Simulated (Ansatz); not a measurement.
**ClH₃Se₃Zr: basis-set convergence**

The task here is to estimate one member of a computed series from the others.

Computed with Ansatz 0.2.0, Gaussian basis. Level: one geometry, several basis sets.

The runs, in order: PBE0-D4/def2-SVP; ωB97M-V/def2-SVP; PBE0-D4/def2-QZVPP; ωB97M-V/def2-QZVPP; the functionals' def2-TZVPP values are taken from earlier runs.

### The relaxed structure

All runs share one geometry, relaxed beforehand with PBE0-D4 in a triple-zeta def2 set. Zr takes the def2 core potential; no spin-orbit term is included.

SMILES `[Cl][Zr]([SeH])([SeH])[SeH]`, 8 atoms, charge 0, spin multiplicity 1.

Atoms are counted from 1 here; the program's logs count them from 0.

Bond lengths: Cl1–Zr2 2.323 Å, Zr2–Se3 2.550 Å, Zr2–Se4 2.549 Å, Zr2–Se5 2.559 Å, Se3–H6 1.477 Å, Se4–H7 1.474 Å, Se5–H8 1.475 Å. Angles: Cl1–Zr2–Se3 112.2°, Cl1–Zr2–Se4 111.3°, Cl1–Zr2–Se5 110.5°, Se3–Zr2–Se4 103.6°, Se3–Zr2–Se5 108.6°, Se4–Zr2–Se5 110.4°, Zr2–Se3–H6 87.5°, Zr2–Se4–H7 86.6°, Zr2–Se5–H8 86.0°.

As a file:

```xyz
8

Cl   -2.7990   -0.6048    0.5171
Zr   -0.5196   -0.2878    0.2029
Se    0.3403    1.7862    1.4125
Se    0.8296   -2.1856    1.2386
Se    0.0192   -0.0640   -2.2885
H    -0.7017    2.5534    0.7002
H     1.7370   -2.0512    0.0846
H     1.0941    0.8538   -1.8675
```

The first run:

in.yaml

```yaml
crystal:
  periodic: [false, false, false]
  atoms:
    - {symbol: Cl, position_ang: [-2.798975, -0.604764, 0.517060]}
    - {symbol: Zr, position_ang: [-0.519597, -0.287761, 0.202935]}
    - {symbol: Se, position_ang: [0.340327, 1.786193, 1.412523]}
    - {symbol: Se, position_ang: [0.829582, -2.185648, 1.238628]}
    - {symbol: Se, position_ang: [0.019218, -0.064039, -2.288466]}
    - {symbol: H, position_ang: [-0.701669, 2.553416, 0.700228]}
    - {symbol: H, position_ang: [1.737031, -2.051224, 0.084580]}
    - {symbol: H, position_ang: [1.094091, 0.853827, -1.867489]}
basis:
  gaussian: {orbitals: def2-SVP}
hamiltonian: {xc: pbe0, dispersion: d4}
output: {orbitals: {seedname: orbitals}}
```

On the command line:

```bash
> ansatz run in.yaml --threads 4 --pin off --events-out ev --progress --plain --max-ram 11315MiB
```

Steps of the session up to this table: PBE0-D4 in def2-SVP; ωB97M-V in def2-SVP; PBE0-D4 in def2-QZVPP; ωB97M-V in def2-QZVPP.

One of the session's tables, all rows but one given; the rest of the session is left out.

It belongs to the step «Functionals by basis». 

```
functional       basis  HOMO (eV)  LUMO (eV)
   PBE0-D4    def2-SVP          ?          ?
   PBE0-D4  def2-TZVPP      -7.50      -2.58
   PBE0-D4  def2-QZVPP      -7.50      -2.58
   ωB97M-V    def2-SVP      -9.52      -0.56
   ωB97M-V  def2-TZVPP      -9.57      -0.61
   ωB97M-V  def2-QZVPP      -9.58      -0.62
```

Estimate the missing values for PBE0-D4, def2-SVP.

**Answer.** HOMO (eV): -7.48; LUMO (eV): -2.57. In the column «HOMO (eV)» it is the highest.
